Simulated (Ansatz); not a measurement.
Run this with Ansatz 0.2.0 through its Python package and show what comes out.

`bend_bh5osn.py`
```python
'''Bending curve of BH5OSn.'''

import ansatz as az
from ase import Atoms

atoms = Atoms(['B', 'Sn', 'O', 'H', 'H', 'H', 'H', 'H'], positions=[
    [-0.9983, 0.509, -0.9728],
    [0.7001, 0.1284, 0.308],
    [0.6559, -1.7775, 0.8192],
    [-1.1045, -0.0129, -2.0099],
    [-1.8462, 1.3471, -0.6677],
    [0.6212, 1.1464, 1.7426],
    [2.2034, 0.4868, -0.565],
    [-0.1393, -1.8845, 1.2897],
])

# relax first, so that the scan starts from a minimum
first = (
    az.Crystal.molecule_from_ase(atoms).calculation()
    .basis(gaussian='def2-SVP')
    .functional('PBE0')
    .relax(force_tolerance=0.02, max_steps=80)
)
atoms.positions = first.run().report['positions_ang']

rows = []
for angle in [90, 100, 110, 120, 135, 150, 165, 179]:
    bent = atoms.copy()
    bent.set_angle(1, 2, 7, angle, indices=[7])
    calculation = az.Crystal.molecule_from_ase(bent).calculation()
    calculation = calculation.basis(gaussian='def2-SVP')
    calculation = calculation.functional('PBE0')
    rows.append((angle, calculation.run().report['free_energy_ev']))
floor = min(e for _, e in rows)
for angle, e in rows:
    print(f'angle Sn1-O2-H7 = {angle:3d} deg   {1000 * (e - floor):9.1f} meV')
```

`python bend_bh5osn.py` gives:
```text
angle Sn1-O2-H7 =  90 deg       205.1 meV
angle Sn1-O2-H7 = 100 deg        54.2 meV
angle Sn1-O2-H7 = 110 deg         0.0 meV
angle Sn1-O2-H7 = 120 deg        19.5 meV
angle Sn1-O2-H7 = 135 deg       141.8 meV
angle Sn1-O2-H7 = 150 deg       313.4 meV
angle Sn1-O2-H7 = 165 deg       463.5 meV
angle Sn1-O2-H7 = 179 deg       530.2 meV
```

Reading the output:
- The scan is rigid, and the energies are electronic, in a modest basis. The zero is the lowest point of the grid, which needn't be the minimum.
- def2 sets replace the cores of elements past krypton by effective core potentials.
- Timing: 86 s on 1 thread of Arm Neoverse V2, on a shared host, peak memory 0.23 GiB.
